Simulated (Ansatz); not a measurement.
# HfGeTe: the cost of one run

Program: Ansatz 0.2.0. Level of theory: DFT PBEsol, scalar-relativistic, plane waves, PAW. These are calculated values, not measurements.

2 further runs of the same task are left out: 2 set aside as unsound or not needed. Runs told in other sessions of the task aren't counted.

## Step 1: The system as given

It takes space group P4/nmm (No. 129, tetragonal). Conventional cell: a = 3.838 Å, b = 3.838 Å, c = 8.444 Å, α = 90.00°, β = 90.00°, γ = 90.00°. Hf (site symmetry 4mm) is surrounded by 4 Ge at 2.83 Å and 5 Te at 2.93 to 3.15 Å. Around Ge (site symmetry -4m2) lie 4 Ge at 2.71 Å and 4 Hf at 2.83 Å. Te (site symmetry 4mm) is surrounded by 5 Hf at 2.93 to 3.15 Å.

Structure file:

```
CELL_PARAMETERS angstrom
3.83799 0.00000 0.00000
0.00000 3.83799 0.00000
0.00000 0.00000 8.44396
ATOMIC_POSITIONS crystal
Hf 0.00000 0.50000 0.24703
Hf 0.50000 0.00000 0.75297
Ge 0.00000 0.00000 0.00000
Ge 0.50000 0.50000 0.00000
Te 0.00000 0.50000 0.62065
Te 0.50000 0.00000 0.37935
```

This cell was relaxed beforehand with the same method: volume 20.73 Å³/atom, gap on the mesh none (metal).

## Step 2: Electronic structure at the relaxed geometry

File input.yaml:

```yaml
crystal:
  lattice:
    - [3.8379887521, 0.0, 0.0]
    - [0.0, 3.8379887521, 0.0]
    - [0.0, 0.0, 8.4439621886]
  atoms:
    - { symbol: Hf, position: [0.0, 0.5, 0.2470326211] }
    - { symbol: Hf, position: [0.5, 0.0, 0.7529673789] }
    - { symbol: Ge, position: [0.0, 0.0, 0.0] }
    - { symbol: Ge, position: [0.5, 0.5, 0.0] }
    - { symbol: Te, position: [0.0, 0.5, 0.6206532519] }
    - { symbol: Te, position: [0.5, 0.0, 0.3793467481] }
basis:
  ecutwfc: 420
kpoints:
  mp_grid: { grid: [10, 10, 4] }
  band_path:
    path:
      - [[0.0, 0.0, 0.0], [0.0, 0.5, 0.0], [0.5, 0.5, 0.0], [0.0, 0.0, 0.0], [0.0, 0.0, 0.5], [0.0, 0.5, 0.5], [0.5, 0.5, 0.5], [0.0, 0.0, 0.5]]
      - [[0.0, 0.5, 0.0], [0.0, 0.5, 0.5]]
      - [[0.5, 0.5, 0.0], [0.5, 0.5, 0.5]]
    npoints: 14
hamiltonian:
  xc: pbesol
scf:
  occupations: { method: gaussian, width: 0.1 }
  n_extra_bands: 15
output:
  forces: true
  stress: true
  eigenvalues: true
  populations: true
  dos: { projected: true, de: 0.02, nscf_kmesh: { grid: [15, 15, 6] } }
  bader: true
  write_density: true
  write_potential: true
  elf: true
  volumetric_format: npy
```

Command:

```bash
> ansatz run input.yaml --threads 1 --pin off --max-ram 2560MiB --backend cpu --events-out ev --progress --plain --runs-dir out
```

Q: Estimate wall time and peak memory on 1 thread of Arm Neoverse V1, shared host.

About 3.5 min, with a peak of 0.96 GiB.
